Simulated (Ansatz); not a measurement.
## CH₃NSeSi, SMILES N#C[SiH2][SeH]: a rigid scan of one bond length

Computed with the Python package of Ansatz (0.2.0).

`ch3nsesi.py`
```python
# -*- coding: utf-8 -*-
'''Potential curve of CH3NSeSi along one bond.'''

import ansatz as az
import numpy as np

GEOMETRY = '''
N     2.09810   -1.50870    0.16360
C     1.30690   -0.66810    0.08540
Si    0.06470    0.65060   -0.03750
Se   -1.87110   -0.20880   -0.88230
H     0.56120    1.71030   -0.92780
H    -0.18960    1.20950    1.29860
H    -1.97020   -1.18480    0.30010
'''

ch3nsesi = az.Crystal.molecule()
for line in GEOMETRY.strip().splitlines():
    symbol, *xyz = line.split()
    ch3nsesi = ch3nsesi.atom(symbol, [float(v) for v in xyz])

symbols = [site.symbol for site in ch3nsesi.cartesian_sites]
start = np.array([site.position_ang for site in ch3nsesi.cartesian_sites])
axis = (start[6] - start[3]) / np.linalg.norm(start[6] - start[3])
moving = [6]
lengths, energies = [1.31, 1.41, 1.54, 1.69, 1.92, 2.3, 2.77, 3.38], []
for length in lengths:
    xyz = start.copy()
    xyz[moving] += (length - np.linalg.norm(start[6] - start[3])) * axis
    point = az.Crystal.molecule()
    for symbol, xyz in zip(symbols, xyz):
        point = point.atom(symbol, xyz.tolist())
    calculation = (
        point.calculation()
        .basis(gaussian='def2-SVP')
        .functional('HF')
        .spin('collinear')
    )
    summary = calculation.run(threads=1).report
    energies.append(summary['free_energy_ev'])
    print(f'r = {length:6.3f} A  E = {energies[-1]:.5f} eV  <S^2> = {abs(summary["mean_field"]["state"]["spin_squared"]):.3f}')

print('energy above the lowest point (eV):', [round(e - min(energies), 3) for e in energies])
```

Running `python ch3nsesi.py` prints:
```text
r =  1.310 A  E = -75712.64411 eV  <S^2> = 0.000
r =  1.410 A  E = -75712.95039 eV  <S^2> = 0.000
r =  1.540 A  E = -75712.90615 eV  <S^2> = 0.000
r =  1.690 A  E = -75712.51270 eV  <S^2> = 0.000
r =  1.920 A  E = -75711.61895 eV  <S^2> = 0.048
r =  2.300 A  E = -75710.77391 eV  <S^2> = 0.703
r =  2.770 A  E = -75710.51298 eV  <S^2> = 0.930
r =  3.380 A  E = -75710.45053 eV  <S^2> = 0.996
energy above the lowest point (eV): [0.306, 0.0, 0.044, 0.438, 1.331, 2.176, 2.437, 2.5]
```

What to keep in mind:
- These settings explore the input space; basis and method may be short of convergence.
- The rest of the molecule is held rigid at a force-field or estimated start geometry, and the basis set is modest; single-reference methods fail as a bond breaks.
- The expectation value of S² is noticeably off S(S+1) in at least one run, so that state is spin-contaminated.
- Hartree-Fock leaves correlation out, so bond, atomisation and ionisation energies come out well too low.
- Run time: 90 s on 1 thread of Arm Neoverse V1, on a shared host, peak memory 0.41 GiB.

(A comment or docstring line of the script was reworded after the run, the code is as it ran; lines on the test bed's own set-up are left out of the output.)
